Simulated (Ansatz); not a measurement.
# GeAsH2 (quartet): from Hartree-Fock to the top rungs, cc-pVTZ

An exercise on one series of results from a longer session: the logs are not shown, and one member is left open.

Computed with Ansatz 0.2.0, Gaussian basis. Level: cc-pVTZ, core rule «outside noble gas», up to 28 orbitals frozen.

To be run: UHF; CCSD(T) on ROHF; CCSD(T) on UHF; BCCD(T) on ROHF; CCSDT(Q) on ROHF; CCSDT(Q) on UHF; CASSCF and MRCISD+Q, 11 electrons in 10 orbitals; CASSCF and NEVPT2, 11 electrons in 10 orbitals.

5 further runs of the same task are left out: 5 set aside as unsound or not needed.

## The geometry

The geometry is a PBE0/def2-TZVP stationary point (not a proven minimum). No spin-orbit coupling is included. The filled d shell of Ge, As may be among the frozen orbitals whatever the setting's name suggests; the logs give the count.

4 atoms, charge 0, spin multiplicity 4.

Atoms are counted from 1 here; the program's logs count them from 0.

Bond lengths: Ge1–As2 2.506 Å, Ge1–H3 1.559 Å, As2–H4 1.525 Å. Angles: As2–Ge1–H3 115.1°, Ge1–As2–H4 92.9°.

Set-up of the first run:

The input, in.yaml:

```yaml
crystal:
  periodic: [false, false, false]
  atoms:
    - {symbol: Ge, position_ang: [0.000000, -0.057184, 1.266796]}
    - {symbol: As, position_ang: [0.000000, 0.057296, -1.236405]}
    - {symbol: H, position_ang: [0.000000, 1.323124, 1.991542]}
    - {symbol: H, position_ang: [0.000000, -1.460876, -1.383020]}
basis:
  gaussian: {orbitals: cc-pVTZ}
magnetization: {spin_polarized: true, initial_magnetization: 3}
hamiltonian: {xc: hf}
output: {orbitals: {seedname: orbitals}}
```

Run with:

```bash
$ ansatz run in.yaml --threads 1 --pin off --events-out ev --progress --plain --max-ram 4096MiB --backend cpu
```

Steps of the session up to this table: UHF; CCSD(T) on ROHF; CCSD(T) on UHF; BCCD(T) on ROHF; CCSDT(Q) on ROHF; CCSDT(Q) on UHF; CASSCF and MRCISD+Q, 11 electrons in 10 orbitals; CASSCF and NEVPT2, 11 electrons in 10 orbitals.

One of the session's tables, all rows but one given; the rest of the session is left out.

| method | from UCCSDT(Q) (kJ/mol) |
| --- | --- |
| ROHF | +640.6 |
| UHF | +618.6 |
| RMP2 | +121.8 |
| UMP2 | +122.9 |
| RCCSD | +31.5 |
| UCCSD | +29.3 |
| RCCSD(T) | +6.5 |
| UCCSD(T) | +5.2 |
| BCCD(T) | +6.4 |
| RCCSDT | +2.7 |
| UCCSDT | +1.2 |
| RCCSDT(Q) | +1.5 |
| UCCSDT(Q) | 0 |
| CASSCF valence | ? |
| NEVPT2 valence | +118.2 |
| MRCISD valence | +51.2 |
| MRCISD+Q valence | +9.3 |

**Question.** Estimate the row for CASSCF valence.

The run gave: from UCCSDT(Q) (kJ/mol): +498.4. In the column «from UCCSDT(Q) (kJ/mol)» it lies between UMP2 (+122.9) and UHF (+618.6).

Among the levels timed on like hardware and quicker than the yardstick, those that no quicker one beats, quickest first: RCCSD(T) (11 s, +6.5 kJ/mol); BCCD(T) (12 s, +6.4 kJ/mol); UCCSD(T) (15 s, +5.2 kJ/mol).

With the free atoms at the same levels and basis (separate runs), the atomisation energy is 6.454 eV at UCCSDT(Q), 6.448 eV at RCCSD(T), 6.433 eV at UCCSD(T), 4.213 eV at ROHF.

To keep in mind: Of the multireference levels listed MRCISD+Q valence comes nearest in total energy (+9.3 kJ/mol), which doesn't show that its space is the better one. Restricted and unrestricted rows rest on different reference determinants; where their highest levels disagree by more than a few hundredths of an eV, they describe different states and don't form one ladder.
